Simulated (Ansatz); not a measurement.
# GaH3SeO2: vertical ionisation energy

Aim: the vertical ionisation energy of GaH3SeO2, as cation minus neutral at the neutral's geometry, on several levels, and how well −ε(HOMO) stands in for it.

Program: Ansatz 0.2.0, Gaussian basis. Level of theory: unrestricted cation, the program's frozen cores in correlated methods. These are calculated values, not measurements.

Levels to be run: UKS PBE-D4/def2-TZVPP; UKS r2SCAN-D4/def2-TZVPP; UKS PBE0-D4/def2-TZVPP; UKS B3LYP-D4/def2-TZVPP; UKS wB97X-V/def2-TZVPP; UKS wB97M-V/def2-TZVPP; UKS B2PLYP/def2-TZVPP; UHF-CCSD(T)/def2-TZVPP; UHF-MP2/def2-QZVPP; extrapolation to the limit; then −ε(HOMO) from the neutral's earlier runs with LDA (SPW92), PBE-D4, revPBE-D4, BLYP-D4, r2SCAN-D4, B97M-V, PBE0-D4, B3LYP-D4, r2SCANh-D4, r2SCAN0-D4, HSE06-D4, BHLYP-D4, CAM-B3LYP-D4, LC-ωPBE, ωB97X-V, ωB97M-V.

## Step 1: The relaxed structure

All runs share one geometry, relaxed beforehand with PBE0-D4/def2-TZVP.

SMILES `[OH][Ga]([OH])[SeH]`, 7 atoms, charge 0, spin multiplicity 1.

Atoms are counted from 1 here; the program's logs count them from 0.

Bond lengths: O1–Ga2 1.782 Å, O1–H5 0.959 Å, Ga2–O3 1.775 Å, Ga2–Se4 2.310 Å, O3–H6 0.961 Å, Se4–H7 1.469 Å. Angles: Ga2–O1–H5 115.0°, O1–Ga2–O3 116.0°, O1–Ga2–Se4 126.3°, O3–Ga2–Se4 117.7°, Ga2–O3–H6 112.5°, Ga2–Se4–H7 91.7°.

## Step 2: Cation, UKS PBE-D4/def2-TZVPP

Contents of in.yaml:

```yaml
crystal:
  periodic: [false, false, false]
  atoms:
    - {symbol: O, position_ang: [-0.996213, 1.075118, 0.610984]}
    - {symbol: Ga, position_ang: [0.185532, -0.182419, 0.166867]}
    - {symbol: O, position_ang: [1.027049, -0.969842, 1.516803]}
    - {symbol: Se, position_ang: [0.712460, -0.869391, -1.974710]}
    - {symbol: H, position_ang: [-1.444647, 1.489069, -0.128677]}
    - {symbol: H, position_ang: [0.751873, -0.628672, 2.371510]}
    - {symbol: H, position_ang: [-0.236044, 0.086137, -2.562766]}
basis:
  gaussian: {orbitals: def2-TZVPP}
total_charge: 1
magnetization: {spin_polarized: true, initial_magnetization: 1}
hamiltonian: {xc: pbe, dispersion: d4}
```

Launch:

```sh
$ ansatz run in.yaml --threads 2 --pin off --events-out ev --progress --plain --max-ram 32768MiB --backend cpu
```

After this run come: Cation, UKS r2SCAN-D4/def2-TZVPP; Cation, UKS PBE0-D4/def2-TZVPP; Cation, UKS B3LYP-D4/def2-TZVPP; Cation, UKS wB97X-V/def2-TZVPP; Cation, UKS wB97M-V/def2-TZVPP; Cation, UKS B2PLYP (frozen core)/def2-TZVPP; Cation, UHF-CCSD(T)/def2-TZVPP; Cation, UHF-MP2/def2-QZVPP.

Q: Predict the results of all the runs planned. Wanted: ionisation energy, CCSD(T)/CBS; nearest functional by difference; nearest −ε(HOMO); −ε(HOMO) of PBE; T1 of the cation.

As calculated:

| quantity | value |
| --- | --- |
| ionisation energy, CCSD(T)/CBS | 10.03 eV |
| nearest functional by difference | ωB97X-V (-0.19 eV) |
| nearest −ε(HOMO) | LC-ωPBE (+0.14 eV) |
| −ε(HOMO) of PBE | 6.32 eV |
| T1 of the cation | 0.016 |

**Reading.** Energy differences with functionals land within 0.57 eV of the reference. The PBE orbital energy is 3.7 eV too small: a semilocal HOMO is no ionisation energy. Among orbital estimates LC-ωPBE comes nearest. Hartree-Fock falls 1.14 eV short, as the neutral has more correlation energy than the cation. The cation may have settled in a state other than its lowest; no search over hole states beyond the program's own was made. Correlated methods include outer-core shells of Ga, Se, which these sets cover unevenly. With outer-core shells in play the reference is unsure by up to some tenths of an eV, so close misses can't be ranked.
